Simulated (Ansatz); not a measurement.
Consider vertical spin-state energies of CH₅ClSi₂, SMILES Cl[SiH]1C[SiH2]1 (Ansatz's Python interface).

`ch5clsi2.xyz`
```text
9

Cl   -0.84580   -0.23090   -2.60290
Si   -0.64630    0.68230   -0.80070
C     0.82350    0.01790   -0.01210
Si   -0.43860   -0.62590    1.00970
H    -0.60790    2.16320   -0.81450
H     1.49690    0.76010    0.48200
H     1.44630   -0.71150   -0.56280
H    -0.60450   -2.09350    0.87450
H    -0.53510   -0.00800    2.40970
```

`spin_ch5clsi2.py`
```python
import logging
import sys
import warnings

import ansatz

logging.basicConfig(stream=sys.stdout, format='[%(levelname)s] %(message)s')
logger = logging.getLogger('calc')
logger.setLevel(logging.INFO)

warnings.simplefilter('ignore', ansatz.DeckWarning)

mol = ansatz.Crystal.molecule_from_extxyz('ch5clsi2.xyz')

setup = (
    mol.calculation()
    .basis(gaussian='cc-pVTZ')
    .functional('hf')
    .accuracy('high')
    .scf(lower_state_search='light')
)
found = {}
for unpaired in [0, 2]:
    rep = setup.spin('collinear', total=unpaired).run(threads=1, pin='off').report
    s = unpaired / 2
    found[unpaired] = rep['free_energy_ev']
    logger.info(f'2S+1 = {unpaired + 1}: E = {found[unpaired]:.5f} eV, <S^2> = {abs(rep["mean_field"]["state"]["spin_squared"]):.3f} (pure state {s * (s + 1):.2f})')
lowest = min(found, key=found.get)
for unpaired, e in found.items():
    logger.info(f'multiplicity {unpaired + 1}: {23.060548 * (e - found[lowest]):.1f} kcal/mol above the lowest')
```

Which spin state is lowest at this geometry, and how far above lie the others?

In order: multiplicity 1 (+0.00 eV) and multiplicity 3 (+3.32 eV), all at the one geometry.

The output:

```console
$ python spin_ch5clsi2.py
[INFO] 2S+1 = 1: E = -29338.94363 eV, <S^2> = 0.000 (pure state 0.00)
[INFO] 2S+1 = 3: E = -29335.62630 eV, <S^2> = 2.012 (pure state 2.00)
[INFO] multiplicity 1: 0.0 kcal/mol above the lowest
[INFO] multiplicity 3: 76.5 kcal/mol above the lowest
```

Notes:
- The settings weren't tested for convergence.
- The geometry is a force-field or estimated start, not a minimum of this method, and the basis set is short of its limit. All parts are taken at fixed geometry, without zero-point energy.
- Hartree-Fock leaves correlation out, so it favours high-spin states too much.
- Timing: 110 s on 1 thread of Arm Neoverse V1, on a shared host, peak memory 1.3 GiB.
